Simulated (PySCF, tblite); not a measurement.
# C4H9BrGeSi: geometry, infrared bands and NMR shifts

Aim: predict the infrared bands and NMR shifts of C4H9BrGeSi (`BrC1=C[SiH2][GeH2][CH2]C1`).

Programs: tblite 0.8.0 and PySCF 2.14.0, with density-fitted response routines of our own. Each step states its level of theory. These are calculated values for one molecule in the gas phase, unless marked as measured. Atoms count from 0, in the outputs and in this text.

## (1) The starting structure

16 atoms, charge 0, multiplicity 1; geometry from: force field or distance geometry start.

Bonds of the start (Å): Br0–C1 1.93, C1–C2 1.33, C2–Si3 1.86, Si3–Ge4 2.31, Ge4–C5 1.94, C5–C6 1.54, C6–C1 1.52, C2–H7 1.09, Si3–H8 1.46, Si3–H9 1.48, Ge4–H10 1.56, Ge4–H11 1.55, C5–H12 1.12, C5–H13 1.11, C6–H14 1.11, C6–H15 1.10.

## (2) Optimising the geometry with GFN2-xTB

What the job is given:

```
{"job": {"kind": "relax", "xc": "GFN2-xTB", "basis": "xTB"}, "charge": 0, "multiplicity": 1}
Br     2.743000     1.767400     1.246000
C      1.212300     1.010000     0.350600
C      0.077600     1.705400     0.349500
Si    -1.489900     1.097300    -0.445200
Ge    -1.370200    -1.183000    -0.128900
C      0.500800    -1.434800     0.334400
C      1.383000    -0.345800    -0.307700
H      0.028800     2.674600     0.852500
H     -1.461200     1.384300    -1.874900
H     -2.679900     1.660300     0.220900
H     -1.700000    -1.909000    -1.467200
H     -2.288900    -1.652300     1.024500
H      0.609000    -1.408100     1.452400
H      0.828800    -2.434500    -0.028700
H      2.439800    -0.657100    -0.211400
H      1.159200    -0.265700    -1.378100
```

Started as:

```bash
> OMP_NUM_THREADS=1 python probes_run.py task.json out
```

This one command runs all jobs of the session in turn.

**Question.** This job is followed by: GFN2-xTB harmonic vibrations, gas phase; GIAO PBE0/pcSseg-1 NMR shielding, non-relativistic, gas phase. Predict these results of the whole session: strongest single infrared mode (GFN2-xTB); zero-point energy (GFN2-xTB); ¹³C shifts against TMS (PBE0/pcSseg-1); ¹H shifts against TMS (PBE0/pcSseg-1, means over atoms taken as alike); ⁷⁹Br shifts against HBr (PBE0/pcSseg-1); ²⁹Si shifts against TMS (PBE0/pcSseg-1); ⁷³Ge shifts against GeMe4 (PBE0/pcSseg-1); surface potential, 1st and 99th percentile.

**Answer**, as computed:

```
                                                              quantity                             value
                             strongest single infrared mode (GFN2-xTB)             1960 cm⁻¹, 486 km/mol
                                          zero-point energy (GFN2-xTB)                     67.7 kcal/mol
                                ¹³C shifts against TMS (PBE0/pcSseg-1)      168.5, 127.0, 42.3, 11.4 ppm
¹H shifts against TMS (PBE0/pcSseg-1, means over atoms taken as alike)  6.44, 4.30, 3.67, 2.71, 1.23 ppm
                               ⁷⁹Br shifts against HBr (PBE0/pcSseg-1)                           900 ppm
                               ²⁹Si shifts against TMS (PBE0/pcSseg-1)                         -89.7 ppm
                             ⁷³Ge shifts against GeMe4 (PBE0/pcSseg-1)                          -277 ppm
                                 surface potential, 1st and 99th percentile                -0.58 V and 1.06 V
```

The optimisation took 42 steps and gained 0.224 eV; among the close pairs (by a distance rule), Ge4–C5 changed most, from 1.944 to 1.990 Å. All 42 modes are real, so the xTB geometry is a minimum. The strongest single mode, at 1960 cm⁻¹, moves mainly H11 and H10. Unscaled tight-binding wavenumbers are off by several per cent, some by more. Its intensities can rank the bands wrongly. C1 stands next to heavy halogen, whose spin-orbit shielding this run leaves out, so the computed shift lies too far downfield, most of all for carbon beside Br or I. The most deshielded hydrogen is H7 (hydrogen on an alkene CH), at 6.44 ppm: attached to an sp2 carbon and in the plane of the double bond. At PBE0/pcSseg-1: The widest tensor belongs to Br0: span 1863 ppm, with a paramagnetic part of -1399 ppm. At PBE0/pcSseg-1, counted by nearest atom on the grid, the HOMO lies on Br0 40 %; C2 27 %, the LUMO on C1 31 %; C2 22 %. Spin-orbit coupling is left out, which matters for shieldings and couplings at and beside the heavy atoms.
